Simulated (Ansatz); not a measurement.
# Rb₃ (quartet): geometry and frequencies at several levels

The task here is to estimate one member of a computed series from the others.

Computed with Ansatz 0.2.0 (the levels named in each step, unless a step's input says otherwise).

### The system as given

No two atoms stand within bonding distance.

As a file:

```xyz
3

Rb    1.9155   -2.6235    0.6571
Rb   -1.7573    1.4175    2.4263
Rb   -0.1581    1.2058   -3.0830
```

The first run:

input.yaml

```yaml
crystal:
  periodic: [false, false, false]
  atoms:
    - { symbol: Rb, position_ang: [1.9028609, -2.60619331, 0.65269114] }
    - { symbol: Rb, position_ang: [-1.74564082, 1.40814206, 2.41005552] }
    - { symbol: Rb, position_ang: [-0.15705008, 1.19775125, -3.06244666] }
magnetization:
  spin_polarized: true
  initial_magnetization: 3
basis:
  gaussian: { orbitals: def2-TZVPP }
hamiltonian:
  xc: pbe0
  dispersion: d4
relax:
  f_tol: 0.002
  max_steps: 150
```

Launch:

```bash
$ ansatz run input.yaml --threads 2 --pin off --max-ram 5120MiB --backend cpu --events-out ev --progress --plain --runs-dir out
```

Among the steps run: Relaxation, PBE0-D4/def2-TZVPP; Frequencies, PBE0-D4/def2-TZVPP; Relaxation, PBE-D4/def2-TZVPP; Frequencies, PBE-D4/def2-TZVPP; Relaxation, r2SCAN-D4/def2-TZVPP; Frequencies, r2SCAN-D4/def2-TZVPP; Relaxation, B3LYP-D4/def2-TZVPP; Frequencies, B3LYP-D4/def2-TZVPP; Relaxation, B2PLYP/def2-TZVPP.

One of the session's tables, all rows but one given; the rest of the session is left out.

| level | highest frequency (cm⁻¹) |
| --- | --- |
| PBE0-D4/def2-TZVPP | 23 |
| PBE-D4/def2-TZVPP | 21 |
| r2SCAN-D4/def2-TZVPP | ? |
| B3LYP-D4/def2-TZVPP | 22 |
| B2PLYP/def2-TZVPP | - |

**Question.** Estimate the row for r2SCAN-D4/def2-TZVPP.

**Answer.** highest frequency (cm⁻¹): 20.
